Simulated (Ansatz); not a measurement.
What does this script print? It uses the Ansatz DFT code, driven from Python.

The script, `scan.py`:
```python
import ansatz as az
from ase import Atoms
import numpy as np

atoms = Atoms(["C", "C", "Al", "Cl", "H", "H", "H", "H"], positions=[
    [-1.2485, 0.5631, -0.0583],
    [-0.2561, -0.0601, -0.5669],
    [1.2796, -0.4827, 0.5455],
    [-0.1742, -0.5604, -2.2488],
    [-2.1493, 0.8296, -0.7166],
    [-1.3121, 0.9471, 0.9649],
    [1.3667, -0.029, 2.0943],
    [2.5861, -1.2648, -0.07],
])
system = az.Crystal.molecule_from_ase(atoms)

symbols = [site.symbol for site in system.cartesian_sites]
start = np.array([site.position_ang for site in system.cartesian_sites])
axis = (start[7] - start[2]) / np.linalg.norm(start[7] - start[2])
moving = [7]
lengths, energies = [1.4, 1.51, 1.64, 1.81, 2.05, 2.46, 2.96, 3.61], []
for length in lengths:
    xyz = start.copy()
    xyz[moving] += (length - np.linalg.norm(start[7] - start[2])) * axis
    point = az.Crystal.molecule()
    for symbol, place in zip(symbols, xyz):
        point = point.atom(symbol, place.tolist())
    model = point.calculation()
    model = model.basis(gaussian="6-31G*")
    model = model.functional("r2scan0")
    r = model.run().report
    energies.append(r["free_energy_ev"])
    print(f"r = {length:6.3f} A  E = {energies[-1]:.5f} eV  <S^2> = {abs(r['mean_field']['state']['spin_squared']):.3f}")

print("energy above the lowest point (eV):", [round(e - min(energies), 3) for e in energies])
```

Running `python scan.py` prints:
```text
r =  1.400 A  E = -21252.77408 eV  <S^2> = 0.000
r =  1.510 A  E = -21253.03772 eV  <S^2> = 0.000
r =  1.640 A  E = -21253.05914 eV  <S^2> = 0.000
r =  1.810 A  E = -21252.80790 eV  <S^2> = 0.000
r =  2.050 A  E = -21252.20113 eV  <S^2> = 0.000
r =  2.460 A  E = -21251.02562 eV  <S^2> = 0.000
r =  2.960 A  E = -21249.77897 eV  <S^2> = 0.000
r =  3.610 A  E = -21248.61351 eV  <S^2> = 0.000
energy above the lowest point (eV): [0.285, 0.021, 0.0, 0.251, 0.858, 2.034, 3.28, 4.446]
```

Reading the output:
- Total energies depend on the basis set; only differences at equal settings carry meaning.
- The rest of the molecule is held rigid at a force-field or estimated start geometry, and the basis set is modest; single-reference methods fail as a bond breaks.
- The orbitals are restricted, so S² is zero by construction.
- Toward dissociation an unrestricted state can lie under the restricted one, by tenths of an eV for polar bonds under a functional and by 1 to 2 eV or more for others.
- Timing: 25 s on 1 thread of Intel(R) Xeon(R) Platinum 8375C CPU @ 2.90GHz (Ice Lake) (shared host), peak memory 0.24 GiB.
